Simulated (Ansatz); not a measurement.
# CH3AlF2Si: a ladder of functionals and wavefunction methods

How much do the methods differ for CH3AlF2Si? The plan is to run it at one geometry with functionals of several rungs and with coupled cluster. The yardstick is the atomisation energy at the CCSD(T) limit.

The runs use Ansatz 0.2.0, Gaussian basis; functionals in def2-TZVPP, the program's frozen cores in correlated methods.

The runs, in order: LDA (SPW92), PBE-D4, revPBE-D4, BLYP-D4, r2SCAN-D4, B97M-V, PBE0-D4, B3LYP-D4, r2SCANh-D4, r2SCAN0-D4, HSE06-D4, BHLYP-D4, CAM-B3LYP-D4, LC-ωPBE, ωB97X-V, ωB97M-V, B2PLYP, PBE-QIDH; CCSD(T)/def2-SVP; CCSD(T)/def2-TZVPP; MP2/def2-QZVPP; extrapolation to the limit; RPA on PBE.

## (1) The relaxed structure

The geometry comes from an earlier relaxation with PBE0-D4 in a triple-zeta def2 set; it is a stationary point, not always the lowest conformer.

SMILES `F[CH]1[SiH2][Al]1[F]`, 8 atoms, charge 0, spin multiplicity 1.

Atoms are counted from 1 here; the program's logs count them from 0.

Bond lengths: F1–C2 1.368 Å, C2–Si3 1.929 Å, C2–Al4 1.943 Å, C2–H6 1.117 Å, Si3–Al4 2.350 Å, Si3–H7 1.490 Å, Si3–H8 1.491 Å, Al4–F5 1.642 Å. Angles: F1–C2–Si3 125.4°, F1–C2–Al4 142.5°, F1–C2–H6 109.1°, Si3–C2–Al4 74.7°, Si3–C2–H6 101.5°, Al4–C2–H6 94.7°, C2–Si3–Al4 52.9°, C2–Si3–H7 121.6°, C2–Si3–H8 110.7°, Al4–Si3–H7 143.2°, Al4–Si3–H8 106.3°, H7–Si3–H8 108.6°, C2–Al4–Si3 52.4°, C2–Al4–F5 146.2°, Si3–Al4–F5 160.2°.

Geometry (Å):

```mol
CH3AlF2Si
  3D, bonds by distance, orders not assigned

  8  8  0  0  0  0  0  0  0  0999 V2000
   -1.1420    0.1151    1.8387 F   0  0
   -0.3615    0.3764    0.7464 C   0  0
    0.7632   -0.9049   -0.1558 Si  0  0
   -0.4529    0.8505   -1.1362 Al  0  0
   -1.2021    1.7620   -2.2786 F   0  0
    0.3754    1.1742    1.0067 H   0  0
    2.1061   -1.2752    0.3741 H   0  0
    0.0060   -2.1553   -0.4511 H   0  0
  1  2  8  0
  2  3  8  0
  3  4  8  0
  4  5  8  0
  2  6  8  0
  3  7  8  0
  3  8  8  0
  2  4  8  0
M  END
```

## (2) LDA

This LDA is Slater exchange with PW92 correlation.

File in.yaml:

```yaml
crystal:
  periodic: [false, false, false]
  atoms:
    - {symbol: F, position_ang: [-1.141997, 0.115081, 1.838682]}
    - {symbol: C, position_ang: [-0.361489, 0.376445, 0.746354]}
    - {symbol: Si, position_ang: [0.763152, -0.904929, -0.155840]}
    - {symbol: Al, position_ang: [-0.452878, 0.850462, -1.136166]}
    - {symbol: F, position_ang: [-1.202082, 1.762047, -2.278579]}
    - {symbol: H, position_ang: [0.375368, 1.174154, 1.006743]}
    - {symbol: H, position_ang: [2.106077, -1.275167, 0.374105]}
    - {symbol: H, position_ang: [0.006049, -2.155295, -0.451100]}
basis:
  gaussian: {orbitals: def2-TZVPP}
hamiltonian: {xc: lda}
output: {orbitals: {seedname: orbitals}}
```

The run is started by

```console
ansatz run in.yaml --threads 2 --pin off --events-out ev --progress --plain --max-ram 4352MiB
```

Further steps of the session: PBE-D4 (GGA); revPBE-D4 (GGA); BLYP-D4 (GGA); r2SCAN-D4 (meta-GGA); B97M-V (meta-GGA); PBE0-D4 (hybrid); B3LYP-D4 (hybrid); r2SCANh-D4 (hybrid); r2SCAN0-D4 (hybrid); HSE06-D4 (hybrid); BHLYP-D4 (hybrid); CAM-B3LYP-D4 (range-separated); LC-ωPBE (range-separated); ωB97X-V (range-separated); ωB97M-V (range-separated); B2PLYP (double hybrid); PBE-QIDH (double hybrid); CCSD(T) in def2-SVP; CCSD(T) in def2-TZVPP; MP2 in def2-QZVPP; RPA on PBE orbitals.

Before running them: what should the planned runs give, taken together? Wanted: atomisation energy, CCSD(T)/CBS; farthest beyond LDA; mean size of error, GGA; mean size of error, meta-GGA; mean size of error, hybrid; mean size of error, range-separated; mean size of error, double hybrid; gap, smallest and largest; T1 diagnostic.

The runs gave:

| quantity | value |
| --- | --- |
| atomisation energy, CCSD(T)/CBS | 2683.5 kJ/mol |
| functionals within 13.4 kJ/mol (0.5 %) | BLYP-D4, r2SCANh-D4, HSE06-D4, CAM-B3LYP-D4, LC-ωPBE, ωB97X-V, ωB97M-V |
| farthest beyond LDA | BHLYP-D4 (-127.1 kJ/mol) |
| mean size of error, GGA | 31.7 kJ/mol |
| mean size of error, meta-GGA | 19.6 kJ/mol |
| mean size of error, hybrid | 40.1 kJ/mol |
| mean size of error, range-separated | 5.7 kJ/mol |
| mean size of error, double hybrid | 38.6 kJ/mol |
| gap, smallest and largest | 3.20 eV (LDA (SPW92)), 9.72 eV (LC-ωPBE) |
| T1 diagnostic | 0.0149 |
| triples share of the correlation energy | 3.5 % |

In words: The LDA atomisation energy is off by 437.4 kJ/mol (16 %): it overbinds. PBE-D4 misses by +60.7 kJ/mol. Double hybrids carry the basis error of their MP2 part in triple zeta, and no dispersion term here, so their miss is partly the set-up's. By mean error the best rung here is range-separated (5.7 kJ/mol) and the worst beyond LDA is hybrid (40.1 kJ/mol). The mean of the hybrids holds BHLYP, with half exact exchange. Misses under about 13.4 kJ/mol are within the doubt on the reference itself, which lacks core-valence correlation, relativity and higher excitations. Hartree-Fock recovers 70 % of the binding; the rest is correlation. CCSD(T) in def2-SVP is off by -197.2 kJ/mol, which most functionals beat. Orbital gaps span 3.2 to 9.7 eV; exact exchange widens them.
